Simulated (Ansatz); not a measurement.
**HfMoC2: a relaxation**

The task: find the equilibrium cell of HfMoC2.

Program: Ansatz 0.2.0. Level of theory: DFT PBEsol, scalar-relativistic, plane waves, PAW. These are calculated values, not measurements.

1 further run of the same task is left out (set aside as unsound or not needed).

### Step 1. The system as given

Symmetry: P4/mmm, No. 123, tetragonal system. Conventional cell: a = 3.191 Å, b = 3.191 Å, c = 4.485 Å, α = 90.00°, β = 90.00°, γ = 90.00°. Hf (site symmetry 4/mmm) is surrounded by 6 C at 2.24 to 2.26 Å. Mo (site symmetry 4/mmm) is surrounded by 6 C at 2.24 to 2.26 Å. C (site symmetry 4/mmm) is surrounded by 2 Hf at 2.24 Å and 4 Mo at 2.26 Å. Around C (site symmetry 4/mmm) lie 2 Mo at 2.24 Å and 4 Hf at 2.26 Å.

Coordinates:

```cif
data_structure
_symmetry_space_group_name_H-M 'P 1'
_symmetry_Int_Tables_number 1
_cell_length_a 3.1914
_cell_length_b 3.1914
_cell_length_c 4.4852
_cell_angle_alpha 90.000
_cell_angle_beta 90.000
_cell_angle_gamma 90.000
_cell_volume 45.68
loop_
_atom_site_label
_atom_site_type_symbol
_atom_site_fract_x
_atom_site_fract_y
_atom_site_fract_z
_atom_site_occupancy
Hf1 Hf 0.00000 0.00000 0.00000 1
Mo1 Mo 0.50000 0.50000 0.50000 1
C1 C 0.00000 0.00000 0.50000 1
C2 C 0.50000 0.50000 0.00000 1
```

Source of the structure: the Materials Project (structure only).

(A quick probe on a coarse mesh, which set the mesh and smearing, is not shown.)

### Step 3. Coarse relaxation

input.yaml reads:

```yaml
crystal:
  lattice:
    - [3.191423, 0.0, 0.0]
    - [0.0, 3.191423, 0.0]
    - [0.0, 0.0, 4.485164]
  atoms:
    - { symbol: Hf, position: [0.0, 0.0, 0.0] }
    - { symbol: Mo, position: [0.5, 0.5, 0.5] }
    - { symbol: C, position: [0.0, 0.0, 0.5] }
    - { symbol: C, position: [0.5, 0.5, 0.0] }
basis:
  ecutwfc: 420
kpoints:
  mp_grid: { grid: [6, 6, 4] }
hamiltonian:
  xc: pbesol
scf:
  occupations: { method: gaussian, width: 0.1 }
output:
  forces: true
  stress: true
  eigenvalues: true
relax:
  adjacent_minimum: "off"
  f_tol: 0.05
  max_steps: 80
  cell: { stress_tol: 0.5 }
```

The session goes on with these runs: relaxing cell and atoms.

What does the calculation give? Wanted: relaxed cell; volume; formation energy; gap on the mesh.

As calculated:

```
                                                               quantity                                                                      value
                                                           relaxed cell  a = 3.158 Å, b = 3.158 Å, c = 4.438 Å, α = 90.00°, β = 90.00°, γ = 90.00°
                                                   space group (0.01 Å)                                                           P4/mmm (No. 123)
                                                                 volume                                                              11.06 Å³/atom
formation energy (elements from runs with the same settings, not shown)                                                              -0.43 eV/atom
                                                        gap on the mesh                                                               none (metal)
```

The cell shrank by 3.1 % in volume on relaxing. The runs treat Hf without spin-orbit coupling.
